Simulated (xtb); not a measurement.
# GFN2-xTB (coordinate angle, coordinate atoms (1, 2, 3), force constant 0.05 in the program's units, held value 143.2 degree) run of singlet C2H7InN+

Wanted: a structure relaxation of singlet C2H7InN+. 

Program for the calculation: xtb 6.7.1 later snapshot.

3 further runs of the same task are left out: 3 set aside as unsound or not needed.

### 1 Starting point

C2H7InN+: 11 atoms, total charge +1, spin state singlet. SMILES of the parent species: `C[CH2][In][NH2]`. The shape was relaxed beforehand at GFN2-xTB. This is one conformer, not always the lowest. The run starts from this shape.

Bond lengths: C1–C2 1.503 Å, C2–In3 2.469 Å, In3–N4 2.160 Å, C1–H5 1.092 Å, C1–H6 1.096 Å, C1–H7 1.090 Å, C2–H8 1.088 Å, C2–H9 1.087 Å, N4–H10 1.016 Å, N4–H11 1.016 Å. Some angles: C1–C2–In3 105.5°, C2–In3–N4 104.7°, C1–C2–H8 113.7°, C1–C2–H9 113.2°, In3–C2–H8 108.9°, In3–C2–H9 103.5°, C2–C1–H5 111.2°, C2–C1–H6 111.1°, C2–C1–H7 110.3°, In3–N4–H10 118.9°.

### 2 A structure relaxation at GFN2-xTB (coordinate angle, coordinate atoms (1, 2, 3), force constant 0.05 in the program's units, held value 143.2 degree)

File xtb.inp:

```
$chrg 1
$spin 0
$opt
   engine=lbfgs
$constrain
   force constant=0.05
   angle: 1, 2, 3, 143.2
$end
```

File coord:

```
$coord angs
    -0.8579600     1.0793900     0.4380100  C
    -0.5521100    -0.1207700     1.2894700  C
     0.1445000    -1.8867600    -0.2889500  In
     1.6041900    -0.9354100    -1.5653800  N
    -1.7140700     0.8923800    -0.2137100  H
    -1.0960700     1.9514900     1.0568500  H
     0.0016500     1.3321600    -0.1819800  H
    -1.4040200    -0.4776600     1.8638900  H
     0.3225400     0.0141100     1.9207800  H
     2.3682500    -1.4931300    -1.9373200  H
     1.2484100    -0.4127000    -2.3610700  H
$end
```

Started as:

```console
$ xtb --gfn2 -I xtb.inp --opt vtight --wbo --parallel 1 -- coord > out.txt 2> xtb.err
```

What values should one expect? Wanted: total energy at the end; HOMO energy; LUMO energy; HOMO–LUMO gap; dispersion energy; mean polarisability.

**Answer.** As computed:

Level: GFN2-xTB (coordinate angle, coordinate atoms (1, 2, 3), force constant 0.05 in the program's units, held value 143.2 degree).

| quantity | value |
| --- | --- |
| total energy at the end | -11.52296 Eh |
| HOMO energy | -15.16 eV |
| LUMO energy | -13.64 eV |
| HOMO–LUMO gap | 1.52 eV |
| dispersion energy | -10.43 kJ/mol |
| mean polarisability (D4 model) | 77.9 bohr³ |

What this shows: At the final geometry: Bond lengths: C1–C2 1.479 Å, C2–In3 2.420 Å, In3–N4 2.109 Å, C1–H5 1.091 Å, C1–H6 1.096 Å, C1–H7 1.091 Å, C2–H8 1.092 Å, C2–H9 1.093 Å, N4–H10 1.022 Å, N4–H11 1.022 Å. Some angles: C1–C2–In3 127.9°, C2–In3–N4 165.1°, C1–C2–H8 113.3°, C1–C2–H9 113.4°, In3–C2–H8 94.7°, In3–C2–H9 93.1°, C2–C1–H5 113.1°, C2–C1–H6 106.0°, C2–C1–H7 113.1°, In3–N4–H10 112.1°.
